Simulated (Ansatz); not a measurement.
# wB97M-V/STO-3G run of AlF3 (SMILES [F][Al]([F])[F])

What is the electronic atomisation energy of AlF3 at wB97M-V/STO-3G? 

The calculation is run with Ansatz 0.2.0.

38 further runs of the same task are left out: 6 that didn't finish, 32 set aside as unsound or not needed.

### 1 The structure to begin with

AlF3 has 4 atoms, charge 0, and is taken as a singlet. As SMILES, `[F][Al]([F])[F]`. The shape comes from GFN2-xTB, which is rough for such elements, and wasn't checked as a minimum.

Bond lengths: Al1–F2 1.631 Å, Al1–F3 1.631 Å, Al1–F4 1.631 Å. Angles: F2–Al1–F3 120.0°, F2–Al1–F4 120.0°, F3–Al1–F4 120.0°.

### 2 The energy at wB97M-V/STO-3G

The input, molecule.yaml:

```yaml
basis:
  gaussian:
    orbitals: STO-3G
crystal:
  periodic: [false, false, false]
  atoms:
    - {symbol: Al, position_ang: [-0.000200, -0.000290, -0.001260]}
    - {symbol: F, position_ang: [1.630840, -0.027090, 0.013490]}
    - {symbol: F, position_ang: [-0.791540, 1.425990, -0.016640]}
    - {symbol: F, position_ang: [-0.839100, -1.398610, 0.004400]}
hamiltonian:
  xc: {name: wB97M-V}
accuracy: high
```

Started as:

```console
ansatz run molecule.yaml --threads 1 --pin off --max-ram 2610MiB --events-out events.jsonl --progress --plain --runs-dir runs
```

The program printed:

```text
Warning: RAYON_NUM_THREADS=1 ignored (pool sized by the plan → 1); use --threads N
Functional definition: wB97M-V
  name "wB97M-V"
  parameter omega = 0.3/bohr
  parameter cx = 0.15
  parameter cx01 = 1.007
  parameter cx10 = 0.259
  parameter css00 = 0.443
  parameter css04 = -1.437
  parameter css10 = -4.535
  parameter css20 = -3.390
  parameter css43 = 4.278
  parameter cos00 = 1.000
  parameter cos10 = 1.358
  parameter cos20 = 2.924
  parameter cos21 = -8.812
  parameter cos60 = -1.390
  parameter cos61 = 9.142
  parameter b = 6.0
  parameter c = 0.01
  gx(w, u) = 1 - cx + cx01*u + cx10*w
  gss(w, u) = css00 + css04*u^4 + css10*w + css20*w^2 + css43*w^4*u^3
  gos(w, u) = cos00 + cos10*w + (cos20 + cos21*u)*w^2 + (cos60 + cos61*u)*w^6
  exchange = spin_sum(e_x_unif_sr(omega)*gx(b97_w, b97_u_x)) + cx*exact_x_sr(omega) + exact_x_lr(omega)
  correlation = spin_sum(e_c_pw_mod_same_spin*gss(b97_w, b97_u_same))
      + integral(e_c_pw_mod_opposite_spin*gos(b97_w_opposite, b97_u_opposite)) + vv10(b, c)
448 factors; integrals over basis functions are off by at most 4.3e-8 eV
156 factors; integrals over basis functions are off by at most 7.7e-10 eV
mean field evaluation 1: about -14549.4284 eV, gradient 3.0e1 eV
mean field evaluation 2: about -14552.7138 eV, gradient 1.6e1 eV
mean field evaluation 4: about -14553.5258 eV, gradient 1.0e-1 eV
mean field evaluation 8: about -14553.5119 eV, gradient 1.6e-3 eV
mean field evaluation 16: about -14553.5119 eV, gradient 1.6e-7 eV
mean field -14553.51191668 eV, -534.8316982134 hartree, gradient 1.2e-8 eV, S^2 0.000000; 0 other end points of the search recorded, 0 dependent functions left out
reference -14553.51191840 eV, -534.8316982765 hartree; 20, 20 occupied and 4, 4 virtual orbitals, 448 factors
Total energy: -14553.51191840 eV, -534.8316982765 hartree
```

Wall time 23 s (1 thread of Arm Neoverse V1, shared host); peak memory 0.29 GiB.

### 3 The Al atom at the same level

The input, job.yaml:

```yaml
crystal:
  periodic: [false, false, false]
  atoms:
    - {symbol: Al, position_ang: [0.000000, 0.000000, 0.000000]}
basis:
  gaussian:
    orbitals: STO-3G
magnetization:
  spin_polarized: true
  initial_magnetization: 1
hamiltonian:
  xc: {name: wB97M-V}
accuracy: high
```

Run the same way, it converges to -239.34738 Eh (log not shown).

### 4 The F atom at the same level

The input, job.yaml:

```yaml
crystal:
  periodic: [false, false, false]
  atoms:
    - {symbol: F, position_ang: [0.000000, 0.000000, 0.000000]}
basis:
  gaussian:
    orbitals: STO-3G
total_charge: 0
magnetization:
  spin_polarized: true
  initial_magnetization: 1
hamiltonian:
  xc: {name: wB97M-V}
accuracy: high
```

Started as:

```console
ansatz run job.yaml --threads 1 --pin off --max-ram 2610MiB --events-out events.jsonl --progress --plain --runs-dir runs
```

The program printed, shortened:

```text
Warning: RAYON_NUM_THREADS=1 ignored (pool sized by the plan → 1); use --threads N
[... 2 set-up lines as earlier in the session ...]
[...]
  gx(w, u) = 1 - cx + cx01*u + cx10*w
  gss(w, u) = css00 + css04*u^4 + css10*w + css20*w^2 + css43*w^4*u^3
  gos(w, u) = cos00 + cos10*w + (cos20 + cos21*u)*w^2 + (cos60 + cos61*u)*w^6
[...]
      + integral(e_c_pw_mod_opposite_spin*gos(b97_w_opposite, b97_u_opposite)) + vv10(b, c)
15 factors; integrals over basis functions are off by at most 1.2e-9 eV
14 factors; integrals over basis functions are off by at most 9.1e-10 eV
[...]
mean field -2674.40014389 eV, -98.2823925144 hartree, gradient 0.0e0 eV, S^2 0.750000; 0 other end points of the search recorded, 0 dependent functions left out
reference -2674.40014424 eV, -98.2823925273 hartree; 5, 4 occupied and 0, 1 virtual orbitals, 15 factors
Total energy: -2674.40014424 eV, -98.2823925273 hartree
```

It took 1.2 s on 1 thread of Arm Neoverse V1, shared host; peak memory 0.16 GiB.

### 5 Summary of results

At wB97M-V/STO-3G:

| quantity | value |
| --- | --- |
| molecule: total energy | -534.83170 Eh |
| Al atom: total energy | -239.34738 Eh |
| Al atom: ⟨S²⟩ | 0.750 |
| F atom: total energy | -98.28239 Eh |
| F atom: ⟨S²⟩ | 0.750 |
| electronic atomisation energy | 17.338 eV |

**Reading.** Taking the molecule apart into free atoms costs 17.34 eV (400 kcal/mol), before zero-point energy and without spin-orbit coupling. In a minimal basis such a difference can be off by several eV, whatever the method.
